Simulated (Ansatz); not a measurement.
**CH2SeSi (SMILES C#[Si][SeH]): one structure at several levels**

The task here is to estimate one member of a computed series from the others.

The runs use Ansatz 0.2.0, Gaussian basis; single points in def2-TZVPP.

Cores are frozen in the correlated methods. Filled d shells of the heavier atoms are correlated.

## Where the work starts

SMILES `C#[Si][SeH]`, 5 atoms, charge 0, spin multiplicity 1.

Atoms are counted from 1 here; the program's logs count them from 0.

Bond lengths: C1–Si2 1.603 Å, C1–H4 1.095 Å, Si2–Se3 2.226 Å, Se3–H5 1.417 Å. Angles: Si2–C1–H4 172.4°, C1–Si2–Se3 165.3°, Si2–Se3–H5 93.8°.

Coordinates:

```xyz
5
CH2SeSi
C    -0.99578   -1.30665    0.35425
Si   -0.29815    0.08178   -0.03800
Se    0.79820    2.01871   -0.02909
H    -1.51957   -2.25967    0.48599
H     1.97569    1.46262   -0.58876
```

Set-up of the first run:

run/in.yaml reads:

```yaml
crystal:
  periodic: [false, false, false]
  atoms:
    - {symbol: C, position_ang: [-0.995780, -1.306653, 0.354252]}
    - {symbol: Si, position_ang: [-0.298146, 0.081783, -0.037999]}
    - {symbol: Se, position_ang: [0.798203, 2.018710, -0.029092]}
    - {symbol: H, position_ang: [-1.519572, -2.259672, 0.485988]}
    - {symbol: H, position_ang: [1.975694, 1.462621, -0.588760]}
basis:
  gaussian: {orbitals: def2-TZVPP}
hamiltonian: {xc: pbe, dispersion: d4}
output: {forces: true}
```

On the command line:

```sh
ansatz run in.yaml --threads 2 --pin off --events-out ev --progress --plain --max-ram 3481MiB
```

Steps of the session up to this table: PBE-D4/def2-TZVPP; r2SCAN-D4/def2-TZVPP; PBE0-D4/def2-TZVPP; wB97M-V/def2-TZVPP; CCSD(T)/def2-TZVPP.

One table of the session follows, with a row left open; its other results are not shown here.

```
   method  RMS force component (eV/Å)  angle to CCSD(T) forces (°)  dipole (D)
   PBE-D4                       0.681                         17.3        2.80
r2SCAN-D4                           ?                            ?           ?
  PBE0-D4                       0.597                         33.0        2.95
  wB97M-V                       0.601                         46.7        3.08
  CCSD(T)                       0.620                    reference        2.57
```

Q: Estimate the row for r2SCAN-D4 from the others.

**Answer.** RMS force component (eV/Å): 0.595; angle to CCSD(T) forces (°): 22.2; dipole (D): 2.85. In the column «RMS force component (eV/Å)» it is the lowest.

To keep in mind: The reference is not at the basis limit: in triple zeta CCSD(T) underbinds, which counts against methods that bind more; the gaps are no ranking.
